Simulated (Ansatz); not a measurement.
# F₂H₂SSi: one species, many methods

How much do the methods differ for F₂H₂SSi? The plan is to run it at one geometry with functionals of several rungs and with coupled cluster, and see how far each lands from CCSD(T) at the basis-set limit for the atomisation energy.

The runs use Ansatz 0.2.0, Gaussian basis; functionals in def2-TZVPP, the program's frozen cores in correlated methods.

Plan: LDA (SPW92), PBE-D4, revPBE-D4, BLYP-D4, r2SCAN-D4, B97M-V, PBE0-D4, B3LYP-D4, r2SCANh-D4, r2SCAN0-D4, HSE06-D4, BHLYP-D4, CAM-B3LYP-D4, LC-ωPBE, ωB97X-V, ωB97M-V, B2PLYP, PBE-QIDH; CCSD(T)/def2-SVP; CCSD(T)/def2-TZVPP; MP2/def2-QZVPP; extrapolation to the limit; RPA on PBE.

## (1) The relaxed structure

An earlier PBE0-D4 in a triple-zeta def2 set relaxation fixed the geometry.

SMILES `F[SiH](F)S`, 6 atoms, charge 0, spin multiplicity 1.

Atoms are counted from 1 here; the program's logs count them from 0.

Bond lengths: F1–Si2 1.585 Å, Si2–F3 1.585 Å, Si2–S4 2.104 Å, Si2–H5 1.470 Å, S4–H6 1.346 Å. Angles: F1–Si2–F3 105.3°, F1–Si2–S4 111.3°, F1–Si2–H5 109.7°, F3–Si2–S4 111.3°, F3–Si2–H5 109.7°, S4–Si2–H5 109.4°, Si2–S4–H6 93.3°.

## (2) LDA

This LDA is Slater exchange with PW92 correlation.

File in.yaml:

```yaml
crystal:
  periodic: [false, false, false]
  atoms:
    - {symbol: F, position_ang: [-0.390051, -1.503726, 0.703559]}
    - {symbol: Si, position_ang: [0.413255, -0.308885, 0.041078]}
    - {symbol: F, position_ang: [0.491451, -0.663225, -1.501697]}
    - {symbol: S, position_ang: [-0.555129, 1.532572, 0.355803]}
    - {symbol: H, position_ang: [1.769118, -0.249420, 0.605762]}
    - {symbol: H, position_ang: [-1.686542, 1.128682, -0.250704]}
basis:
  gaussian: {orbitals: def2-TZVPP}
hamiltonian: {xc: lda}
output: {orbitals: {seedname: orbitals}}
```

After this run come: PBE-D4 (GGA); revPBE-D4 (GGA); BLYP-D4 (GGA); r2SCAN-D4 (meta-GGA); B97M-V (meta-GGA); PBE0-D4 (hybrid); B3LYP-D4 (hybrid); r2SCANh-D4 (hybrid); r2SCAN0-D4 (hybrid); HSE06-D4 (hybrid); BHLYP-D4 (hybrid); CAM-B3LYP-D4 (range-separated); LC-ωPBE-D4 (range-separated); ωB97X-V (range-separated); ωB97M-V (range-separated); B2PLYP (double hybrid); PBE-QIDH (double hybrid); CCSD(T) in def2-SVP; CCSD(T) in def2-TZVPP; MP2 in def2-QZVPP; RPA on PBE orbitals.

Q: Predict the results of all the runs planned. Wanted: atomisation energy, CCSD(T)/CBS; farthest beyond LDA; mean size of error, GGA; mean size of error, meta-GGA; mean size of error, hybrid; mean size of error, range-separated; mean size of error, double hybrid; gap, smallest and largest; T1 diagnostic.

The runs gave:

```
                               quantity                                        value
        atomisation energy, CCSD(T)/CBS                                    23.040 eV
    functionals within 0.115 eV (0.5 %)  PBE-D4, r2SCAN-D4, B97M-V, ωB97X-V, ωB97M-V
                    farthest beyond LDA                         BHLYP-D4 (-1.089 eV)
                mean size of error, GGA                                     0.355 eV
           mean size of error, meta-GGA                                     0.060 eV
             mean size of error, hybrid                                     0.574 eV
    mean size of error, range-separated                                     0.173 eV
      mean size of error, double hybrid                                     0.472 eV
              gap, smallest and largest        5.86 eV (BLYP-D4), 13.34 eV (LC-ωPBE)
                          T1 diagnostic                                       0.0118
triples share of the correlation energy                                        3.2 %
```

What this shows: LDA overbinds by 3.069 eV (13 %). PBE-D4 misses by -0.028 eV. Double hybrids carry the basis error of their MP2 part in triple zeta, and no dispersion term here, so their miss is partly the set-up's. Taken by rung, meta-GGA functionals do best (0.060 eV on average) and hybrid ones worst beyond LDA (0.574 eV). The mean of the hybrids holds BHLYP, with half exact exchange. Misses under about 0.115 eV are within the doubt on the reference itself, which lacks core-valence correlation, relativity and higher excitations. Hartree-Fock recovers 73 % of the binding; the rest is correlation. CCSD(T) in def2-SVP is off by -2.288 eV, so the small basis spoils what the method gains. The gap grows from 5.9 to 13.3 eV across the functionals, mostly with the share of exact exchange.
